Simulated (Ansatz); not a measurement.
# ScTe2 (fluorite): a single-point run

Wanted: a converged single-point run for ScTe2 (fluorite), and a check of what comes out. The structure is shown as the input types it.

Method: Kohn-Sham DFT, with the functional, basis and potentials that each input names (as first typed), in Ansatz 0.2.0.

1 further run of the same task is left out (set aside as unsound or not needed). Runs told in other sessions of the task aren't counted.

## (1) Starting point

Symmetry: Fm-3m, No. 225, cubic system. The conventional cell has a = 7.126 Å, b = 7.126 Å, c = 7.126 Å, α = 90.00°, β = 90.00°, γ = 90.00°. Around Sc (site symmetry m-3m) lie 8 Te at 3.09 Å. Te (site symmetry -43m) has 4 Sc at 3.09 Å in its first shell of neighbours.

Structure file:

```
CELL_PARAMETERS angstrom
0.00000 3.56277 3.56277
3.56277 0.00000 3.56277
3.56277 3.56277 0.00000
ATOMIC_POSITIONS crystal
Sc 0.00000 0.00000 0.00000
Te 0.25000 0.25000 0.25000
Te 0.75000 0.75000 0.75000
```

## (2) The run

File input.yaml:

```yaml
crystal:
  lattice:
    - [0.0, 3.5627719815, 3.5627719815]
    - [3.5627719815, 0.0, 3.5627719815]
    - [3.5627719815, 3.5627719815, 0.0]
  atoms:
    - { symbol: Sc, position: [0.0, 0.0, 0.0] }
    - { symbol: Te, position: [0.25, 0.25, 0.25] }
    - { symbol: Te, position: [0.75, 0.75, 0.75] }
basis:
  ecutwfc: 420
  ecutrho_ratio: 4
kpoints:
  mp_grid: { grid: [8, 8, 8] }
hamiltonian:
  xc: pbe
  hubbard: { sites: [{ species: Sc, l: d, u_eff: 20.0 }] }
scf:
  occupations: { method: gaussian, width: 0.05 }
  max_iter: 75
output:
  forces: true
  stress: true
```

Run with:

```
> ansatz run input.yaml --threads 2 --pin off --max-ram 2662MiB --backend cpu --events-out ev --progress --plain --runs-dir out
```

**Question.** How will this run end, and is anything wrong with its input?

The run converged and reported no error, with warnings (filled band counts differ across k points). It gives a pressure of 17 GPa, which is large; a structure far from rest gives such values too, whatever the setting.

Look at the input: hamiltonian.hubbard.sites is [{species: Sc, l: d, u_eff: 20.0}]. A U of this value distorts the shell's occupations and the levels near the Fermi energy.

The test: delete hamiltonian.hubbard.sites.
